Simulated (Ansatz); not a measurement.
**C₄H₆F₄: basis-set convergence**

Aim: see how fast density functionals converge with the basis set for C₄H₆F₄.

Method: one geometry, several basis sets; program: Ansatz 0.2.0, Gaussian basis.

The runs, in order: PBE0-D4/def2-SVP; ωB97M-V/def2-SVP; PBE0-D4/def2-QZVPP; ωB97M-V/def2-QZVPP; the functionals' def2-TZVPP values are taken from earlier runs.

**1. The geometry**

An earlier PBE0-D4 in a triple-zeta def2 set relaxation fixed the geometry.

SMILES `CC(F)(CF)C(F)F`, 14 atoms, charge 0, spin multiplicity 1.

Atoms are counted from 1 here; the program's logs count them from 0.

Bond lengths: C1–C2 1.510 Å, C1–H9 1.089 Å, C1–H10 1.091 Å, C1–H11 1.091 Å, C2–F3 1.388 Å, C2–C4 1.512 Å, C2–C6 1.527 Å, C4–F5 1.377 Å, C4–H12 1.093 Å, C4–H13 1.093 Å, C6–F7 1.351 Å, C6–F8 1.357 Å, C6–H14 1.092 Å. Angles: C2–C1–H9 109.6°, C2–C1–H10 110.7°, C2–C1–H11 110.0°, H9–C1–H10 108.7°, H9–C1–H11 108.8°, H10–C1–H11 109.0°, C1–C2–F3 109.1°, C1–C2–C4 111.1°, C1–C2–C6 112.4°, F3–C2–C4 108.0°, F3–C2–C6 105.3°, C4–C2–C6 110.7°, C2–C4–F5 110.9°, C2–C4–H12 110.2°, C2–C4–H13 108.9°, F5–C4–H12 108.5°, F5–C4–H13 108.4°, H12–C4–H13 110.0° and more.

**2. PBE0-D4 in def2-SVP**

File in.yaml:

```yaml
crystal:
  periodic: [false, false, false]
  atoms:
    - {symbol: C, position_ang: [-1.026199, 0.556143, -0.881041]}
    - {symbol: C, position_ang: [0.264947, 0.123582, -0.229395]}
    - {symbol: F, position_ang: [1.325732, 0.455006, -1.060707]}
    - {symbol: C, position_ang: [0.470447, 0.827778, 1.093181]}
    - {symbol: F, position_ang: [1.596172, 0.356608, 1.731609]}
    - {symbol: C, position_ang: [0.348839, -1.391074, -0.053226]}
    - {symbol: F, position_ang: [0.101237, -2.011912, -1.226797]}
    - {symbol: F, position_ang: [-0.600202, -1.789987, 0.831409]}
    - {symbol: H, position_ang: [-1.091119, 0.131389, -1.881860]}
    - {symbol: H, position_ang: [-1.883875, 0.215268, -0.299810]}
    - {symbol: H, position_ang: [-1.058513, 1.644088, -0.958499]}
    - {symbol: H, position_ang: [-0.390869, 0.664568, 1.745349]}
    - {symbol: H, position_ang: [0.601746, 1.897250, 0.908435]}
    - {symbol: H, position_ang: [1.328758, -1.707708, 0.310250]}
basis:
  gaussian: {orbitals: def2-SVP}
hamiltonian: {xc: pbe0, dispersion: d4}
output: {orbitals: {seedname: orbitals}}
```

Run with:

```sh
$ ansatz run in.yaml --threads 2 --pin off --events-out ev --progress --plain --max-ram 32768MiB --backend cpu
```

Further steps of the session: ωB97M-V in def2-SVP; PBE0-D4 in def2-QZVPP; ωB97M-V in def2-QZVPP.

Q: Predict the results of all the runs planned. Wanted: PBE0-D4: double and triple zeta above quadruple; ωB97M-V: double and triple zeta above quadruple.

**Answer**, as computed:

| quantity | value |
| --- | --- |
| PBE0-D4: double and triple zeta above quadruple | 18.70, 0.78 eV |
| ωB97M-V: double and triple zeta above quadruple | 19.18, 0.74 eV |

**Reading.** For PBE0-D4 the step from double to triple zeta gains 17.93 eV and the next only 0.78 eV. These are total energies; as a rule much of such shifts cancels in differences, which this series doesn't test. The LUMO of ωB97M-V is positive and keeps falling with the basis (3.46 to 1.77 eV): an unbound level that the basis holds in place.
